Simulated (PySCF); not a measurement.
**[Lu(H2O)]3+: other functionals and bases at one geometry**

One table from this session's results is given with a row withheld; the runs are named, their logs left out.

Program: PySCF 2.14.0. Level of theory: several levels, as the steps say, no spin–orbit coupling. These are calculated values, not measurements.

2 further runs of the same task are left out: 2 for a known fault of the program.

## The starting structure

4 atoms, charge 3, spin multiplicity 1.

Bond lengths: Lu1–O2 2.120 Å, O2–H3 1.009 Å, O2–H4 1.009 Å. Angles: Lu1–O2–H3 128.9°, Lu1–O2–H4 128.9°, H3–O2–H4 102.2°.

As a file:

```
Lu    0.00000    0.00000   -0.05162
O     0.00000    0.00000    2.06827
H     0.78536    0.00000    2.70160
H    -0.78536    0.00000    2.70160
```

Formal oxidation states: Lu +3. Each metal's 14 4f electrons lie in its core potential, so multiplicities, spins and levels count the valence alone. An earlier session relaxed this geometry at B3LYP, Lu lcecp-1-SVP with ECP60, O def2-SVP, H def2-SVP (singlet, point group C2v).

At B3LYP on the finer grid: E = -114.990627 Eh, HOMO -28.32 eV, LUMO -21.46 eV, Mulliken charge on Lu1 +2.50 e, largest force component 0.002 eV/Å. 

Levels to run: HF; TPSSh; TPSS; PBE0; B3LYP, TZVP. Hardware: 2 threads of Arm Neoverse V2, shared host.

Set-up of the first run:

run.py (the lines that set the calculation)

```python
mol = gto.M(atom='''
Lu     0.00000     0.00000    -0.05162
O      0.00000     0.00000     2.06827
H      0.78536     0.00000     2.70160
H     -0.78536     0.00000     2.70160''',
    basis={'Lu': 'lcecp-1-SVP', 'O': 'def2-SVP', 'H': 'def2-SVP'},
    ecp={'Lu': 'lcecp-1-SVP'},
    charge=3, spin=0)
mf = scf.RHF(mol)
mf = mf.density_fit()  # fitting sets: Lu AutoAux, O def2-universal-JKFIT, H def2-universal-JKFIT
mf.conv_tol = 1e-08; mf.max_cycle = 55
mf.kernel(dm0)  # dm0: the density of the relaxed state
```

The run is started by

```console
$ OMP_NUM_THREADS=2 python run.py
```

Among the steps run: HF; TPSSh; TPSS; PBE0; B3LYP, TZVP.

One of the session's tables, all rows but one given; the rest of the session is left out.

```
               level  HOMO (eV)  gap (eV)  charge on Lu1 (e)  dipole (D)  largest force component (eV/Å)
B3LYP (relaxed here)     -28.32      6.85               2.50        3.66                            0.00
                  HF     -32.93     15.16               2.65        2.85                            1.69
               TPSSh     -27.63      6.36               2.51        3.67                            0.07
                TPSS     -26.98      5.31               2.48        3.81                            0.25
                PBE0     -28.60      7.67               2.52        3.57                            0.14
         B3LYP, TZVP          ?         ?                  ?           ?                               ?
```

**Question.** Estimate the row for B3LYP, TZVP.

**Answer.** HOMO (eV): -28.31; gap (eV): 6.87; charge on Lu1 (e): 2.61; dipole (D): 3.69; largest force component (eV/Å): 0.25. In the column «HOMO (eV)» it lies between B3LYP (relaxed here) (-28.32) and TPSSh (-27.63).

The dipole of a charged species depends on the origin, so these sizes hold for this origin alone.

In one basis the HOMO–LUMO gap runs from 5.31 eV (TPSS) to 15.16 eV (HF). The largest leftover force, 1.69 eV/Å with HF, stands at a geometry relaxed at another level. With 4f in the core, its levels are missing from HOMO and gap, and its count is fixed, so no charge can pass from the ligands into it. Total energies of different levels can't be compared.
